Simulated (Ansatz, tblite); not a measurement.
# NbSe(OSiH3)3 (H₉NbO₃SeSi₃): a ladder of methods and basis sets

One table from this session's results is given with a row withheld; the runs are named, their logs left out.

Computed with Ansatz 0.2.0, Gaussian basis. Level: as each input shows.

Plan: GFN1-xTB, GFN2-xTB, PBE-D4/def2-TZVP, r2SCAN-D4/def2-TZVP, revPBE-D4/def2-TZVP, r2SCANh-D4/def2-TZVP, r2SCAN0-D4/def2-TZVP, PBE-D4/def2-SVP, PBE0-D4/def2-SVP, PBE0-D4/def2-TZVPD, PBE-D4/def2-TZVPD, revPBE-D4/def2-TZVPD, MP2/def2-TZVP, RPA/def2-TZVP.

7 further runs of the same task are left out: 4 that didn't finish, 3 set aside as unsound or not needed. Runs told in other sessions of the task aren't counted.

## The relaxed structure

The geometry is that of the singlet, from an earlier relaxation (PBE-D4/def2-SVP).

17 atoms, charge 0, spin multiplicity 1.

Bond lengths: Nb1–Se2 2.312 Å, Nb1–O3 1.894 Å, Nb1–O8 1.894 Å, Nb1–O13 1.894 Å, O3–Si4 1.695 Å, Si4–H5 1.502 Å, Si4–H6 1.502 Å, Si4–H7 1.502 Å, O8–Si9 1.695 Å, Si9–H10 1.502 Å, Si9–H11 1.502 Å, Si9–H12 1.502 Å, O13–Si14 1.695 Å, Si14–H15 1.502 Å, Si14–H16 1.502 Å, Si14–H17 1.502 Å. Angles: Se2–Nb1–O3 108.2°, Se2–Nb1–O8 108.1°, Se2–Nb1–O13 108.1°, O3–Nb1–O8 110.7°, O3–Nb1–O13 110.8°, O8–Nb1–O13 110.7°, Nb1–O3–Si4 156.8°, O3–Si4–H5 109.3°, O3–Si4–H6 108.4°, O3–Si4–H7 108.5°, H5–Si4–H6 110.4°, H5–Si4–H7 110.4°, H6–Si4–H7 109.8°, Nb1–O8–Si9 156.3°, O8–Si9–H10 109.3°, O8–Si9–H11 108.4°, O8–Si9–H12 108.5°, H10–Si9–H11 110.4° and more.

Formally the metal is d0. Nb takes a core potential in the def2 sets. No spin-orbit coupling is included.

PBE0-D4/def2-TZVP was run before; its log isn't repeated, and its numbers join the tables.

The first run:

Tight binding, by tblite at 300 K electronic temperature and without a spin-polarisation term:

```python
tblite.interface.Calculator('GFN1-xTB', numbers, positions, charge=0, uhf=0).singlepoint()
```

Tight binding, by tblite at 300 K electronic temperature and without a spin-polarisation term:

```python
tblite.interface.Calculator('GFN2-xTB', numbers, positions, charge=0, uhf=0).singlepoint()
```

start.molden holds the orbitals of an earlier run on this state, given as this run's starting guess.

File in.yaml:

```yaml
crystal:
  periodic: [false, false, false]
  atoms:
    - {symbol: Nb, position_ang: [0.003223, -0.005092, 0.252270]}
    - {symbol: Se, position_ang: [0.025012, 0.012129, 2.563621]}
    - {symbol: O, position_ang: [1.646888, -0.727538, -0.349857]}
    - {symbol: Si, position_ang: [3.199914, -1.393146, -0.212197]}
    - {symbol: H, position_ang: [3.588977, -1.451280, 1.237762]}
    - {symbol: H, position_ang: [4.156995, -0.523874, -0.977274]}
    - {symbol: H, position_ang: [3.180906, -2.773409, -0.805026]}
    - {symbol: O, position_ang: [-0.204982, 1.778890, -0.348218]}
    - {symbol: Si, position_ang: [-0.389081, 3.457236, -0.194986]}
    - {symbol: H, position_ang: [-0.476520, 3.816365, 1.261018]}
    - {symbol: H, position_ang: [-1.645151, 3.863351, -0.911737]}
    - {symbol: H, position_ang: [0.797276, 4.125613, -0.829373]}
    - {symbol: O, position_ang: [-1.451214, -1.077183, -0.315292]}
    - {symbol: Si, position_ang: [-2.816394, -2.064656, -0.126447]}
    - {symbol: H, position_ang: [-3.063098, -2.296653, 1.336689]}
    - {symbol: H, position_ang: [-2.559390, -3.367510, -0.827934]}
    - {symbol: H, position_ang: [-3.993362, -1.373253, -0.753018]}
basis:
  gaussian: {orbitals: def2-TZVP, initial_orbitals: start.molden}
hamiltonian: {xc: pbe, dispersion: d4}
scf: {omitted_lower_state_checks: [starts]}
output: {forces: true, orbitals: {seedname: orbitals}}
```

Launch:

```sh
$ ansatz run in.yaml --threads 4 --pin off --events-out ev --progress --plain --max-ram 4787MiB
```

Among the steps run: PBE-D4/def2-TZVP; r2SCAN-D4/def2-TZVP; revPBE-D4/def2-TZVP; r2SCANh-D4/def2-TZVP; r2SCAN0-D4/def2-TZVP; PBE-D4/def2-SVP; PBE0-D4/def2-SVP; PBE0-D4/def2-TZVPD; PBE-D4/def2-TZVPD; revPBE-D4/def2-TZVPD; MP2/def2-TZVP; RPA/def2-TZVP.

One table of the session follows, with a row left open; its other results are not shown here.

It belongs to the step «Binding energy». 

| level | binding an atom (eV) |
| --- | --- |
| HF/def2-TZVP | 2.666 |
| PBE-D4/def2-SVP | 3.846 |
| PBE-D4/def2-TZVP | 3.836 |
| PBE-D4/def2-TZVPD | 3.835 |
| revPBE-D4/def2-TZVP | 3.746 |
| revPBE-D4/def2-TZVPD | 3.745 |
| r2SCAN-D4/def2-TZVP | 3.814 |
| r2SCANh-D4/def2-TZVP | 3.770 |
| PBE0-D4/def2-SVP | ? |
| PBE0-D4/def2-TZVP | 3.729 |
| PBE0-D4/def2-TZVPD | 3.730 |
| r2SCAN0-D4/def2-TZVP | 3.706 |
| MP2/def2-TZVP | 3.792 |

Estimate the missing values for PBE0-D4/def2-SVP.

**Answer.** binding an atom (eV): 3.727. In the column «binding an atom (eV)» it lies between r2SCAN0-D4/def2-TZVP (3.706) and PBE0-D4/def2-TZVP (3.729).

To keep in mind: Free atoms were run apart at each level; binding is atoms less cluster, divided by the number of atoms, without zero-point or spin-orbit terms.
